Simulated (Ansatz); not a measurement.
# Ga3P2: the cost of one run

Program: Ansatz 0.2.0. Level of theory: DFT PBE, scalar-relativistic, plane waves, PAW. These are calculated values, not measurements.

## 1. The structure to begin with

It takes space group R-3c (No. 167, trigonal). The conventional cell has a = 6.084 Å, b = 6.084 Å, c = 16.612 Å, α = 90.00°, β = 90.00°, γ = 120.00°. Ga (site symmetry 2) is surrounded by 4 P at 2.37 to 2.52 Å. Around P (site symmetry 3) lie 6 Ga at 2.37 to 2.52 Å.

Structure file:

```xyz
10
Lattice="3.0422 1.7564 5.5373 -3.0422 1.7564 5.5373 0.0000 -3.5128 5.5373" Properties=species:S:1:pos:R:3 pbc="T T T"
Ga   -1.1789   -1.7564    6.9216
Ga    2.1105   -0.1427    6.9216
Ga   -0.9317    1.8991    6.9216
Ga    1.1789    1.7564    9.6902
Ga   -2.1105    0.1427    9.6902
Ga    0.9317   -1.8991    9.6902
P     0.0000    0.0000   14.1562
P     0.0000    0.0000   10.7614
P     0.0000    0.0000    2.4556
P     0.0000    0.0000    5.8503
```

This is candidate A: anti-corundum type (R-3c, No. 167).

(A quick probe on a coarse mesh, which set the mesh and smearing, is not shown.)

## 3. Rough relaxation on the coarse mesh (candidate A)

Contents of input.yaml:

```yaml
crystal:
  lattice:
    - [3.0421989962, 1.7564144094, 5.537259022]
    - [-3.0421989962, 1.7564144094, 5.537259022]
    - [0.0, -3.5128288189, 5.537259022]
  atoms:
    - { symbol: Ga, position: [0.05625, 0.44375, 0.75] }
    - { symbol: Ga, position: [0.75, 0.05625, 0.44375] }
    - { symbol: Ga, position: [0.44375, 0.75, 0.05625] }
    - { symbol: Ga, position: [0.94375, 0.55625, 0.25] }
    - { symbol: Ga, position: [0.25, 0.94375, 0.55625] }
    - { symbol: Ga, position: [0.55625, 0.25, 0.94375] }
    - { symbol: P, position: [0.85218, 0.85218, 0.85218] }
    - { symbol: P, position: [0.64782, 0.64782, 0.64782] }
    - { symbol: P, position: [0.14782, 0.14782, 0.14782] }
    - { symbol: P, position: [0.35218, 0.35218, 0.35218] }
basis:
  ecutwfc: 420
kpoints:
  mp_grid: { grid: [3, 3, 3] }
hamiltonian:
  xc: pbe
scf:
  occupations: { method: gaussian, width: 0.1 }
  lower_state_search: "off"
output:
  forces: true
  stress: true
  eigenvalues: true
relax:
  adjacent_minimum: "off"
  f_tol: 0.04
  max_steps: 70
  cell: { stress_tol: 0.4 }
```

Command:

```sh
$ ansatz run input.yaml --threads 1 --pin off --max-ram 2560MiB --backend cpu --events-out ev --progress --plain --runs-dir out
```

What time and memory should one allow on 1 thread of Intel Xeon 6975P-C (Granite Rapids), shared host?

About 20 s, with a peak of 0.49 GiB.
